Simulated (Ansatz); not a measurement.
# EuAgSb: the cost of one run

Method: DFT PBEsol, scalar-relativistic, plane waves, PAW, in Ansatz 0.2.0.

### Step 1. Starting point

The cell holds 18 atoms (Ag6Eu6Sb6): a = 7.875 Å, b = 8.170 Å, c = 8.170 Å, α = 120.00°, β = 90.00°, γ = 90.00°.

Structure file:

```xyz
18
Lattice="0.0000 0.0000 7.8752 -7.0751 4.0848 0.0000 0.0000 -8.1696 0.0000" Properties=species:S:1:pos:R:3 pbc="T T T"
Ag   -2.3677   -4.1336    0.0023
Eu   -4.7167    0.0000    0.0000
Eu   -7.0751   -4.0848    0.0000
Eu   -2.3584   -4.0848    3.9376
Eu   -4.7167    0.0000    3.9376
Eu   -7.0751   -4.0848    3.9376
Eu   -2.3603   -1.3781    5.9318
Ag   -4.7209   -5.4449    5.8759
Ag   -7.1313   -1.3521    5.9383
Ag   -0.0363   -2.7385    2.0030
Ag   -2.3828   -6.7878    1.9593
Ag   -4.6933   -2.6993    1.9657
Sb   -2.3041   -1.3183    1.9888
Sb   -4.6675   -5.4397    1.9930
Sb   -7.0772   -1.3281    1.9627
Sb    0.0210   -2.7068    5.9058
Sb   -2.3377   -6.8020    5.9464
Sb   -4.7048   -2.7040    5.9049
```

The host was relaxed before at PBEsol: a = 4.717 Å, b = 4.717 Å, c = 7.875 Å, α = 90.00°, β = 90.00°, γ = 120.00° (conventional cell), 25.289 Å³/atom.

Places, in fractions of the supercell: Ag in place of Eu at (0.000, 0.333, 0.667); Eu in place of Ag at (0.750, 0.333, 0.333). Its neighbours start displaced at random, with a spread of 0.03 Å in each coordinate.

### Step 2. The perfect crystal in the supercell of 18 atoms

File input.yaml:

```yaml
crystal:
  lattice:
    - [0.0, 0.0, 7.87520067]
    - [-7.0751065, 4.0848146423, 0.0]
    - [0.0, -8.1696292846, 0.0]
  atoms:
    - { symbol: Eu, position: [0.0, 0.3333333333, 0.6666666667], spin: 7.51 }
    - { symbol: Eu, position: [0.0, 0.6666666667, 0.3333333333], spin: 7.51 }
    - { symbol: Eu, position: [0.0, 1.0, 1.0], spin: 7.51 }
    - { symbol: Eu, position: [0.5, 0.3333333333, 0.6666666667], spin: 7.51 }
    - { symbol: Eu, position: [0.5, 0.6666666667, 0.3333333333], spin: 7.51 }
    - { symbol: Eu, position: [0.5, 1.0, 1.0], spin: 7.51 }
    - { symbol: Ag, position: [0.75, 0.3333333333, 0.3333333333] }
    - { symbol: Ag, position: [0.75, 0.6666666667, 1.0] }
    - { symbol: Ag, position: [0.75, 1.0, 0.6666666667] }
    - { symbol: Ag, position: [0.25, 0.0, 0.3333333333] }
    - { symbol: Ag, position: [0.25, 0.3333333333, 1.0] }
    - { symbol: Ag, position: [0.25, 0.6666666667, 0.6666666667] }
    - { symbol: Sb, position: [0.25, 0.3333333333, 0.3333333333] }
    - { symbol: Sb, position: [0.25, 0.6666666667, 1.0] }
    - { symbol: Sb, position: [0.25, 1.0, 0.6666666667] }
    - { symbol: Sb, position: [0.75, 0.0, 0.3333333333] }
    - { symbol: Sb, position: [0.75, 0.3333333333, 1.0] }
    - { symbol: Sb, position: [0.75, 0.6666666667, 0.6666666667] }
basis:
  ecutwfc: 420
  xc_grid: 2
kpoints:
  mp_grid: { grid: [3, 3, 3], shift: [0.0, 0.0, 0.0] }
hamiltonian:
  xc: pbesol
scf:
  occupations: { method: gaussian, width: 0.05 }
  lower_state_search: "off"
output:
  forces: true
  stress: true
  eigenvalues: true
  populations: true
  write_density: true
  write_potential: true
  elf: true
  volumetric_format: npy
magnetization:
  spin_polarized: true
```

The run is started by

```
> ansatz run input.yaml --threads 8 --pin off --max-ram 14336MiB --backend cpu --events-out ev --progress --plain --runs-dir out
```

Q: Estimate wall time and peak memory on 8 threads of Arm Neoverse V2, shared host.

About 29 s, with a peak of 3.3 GiB.
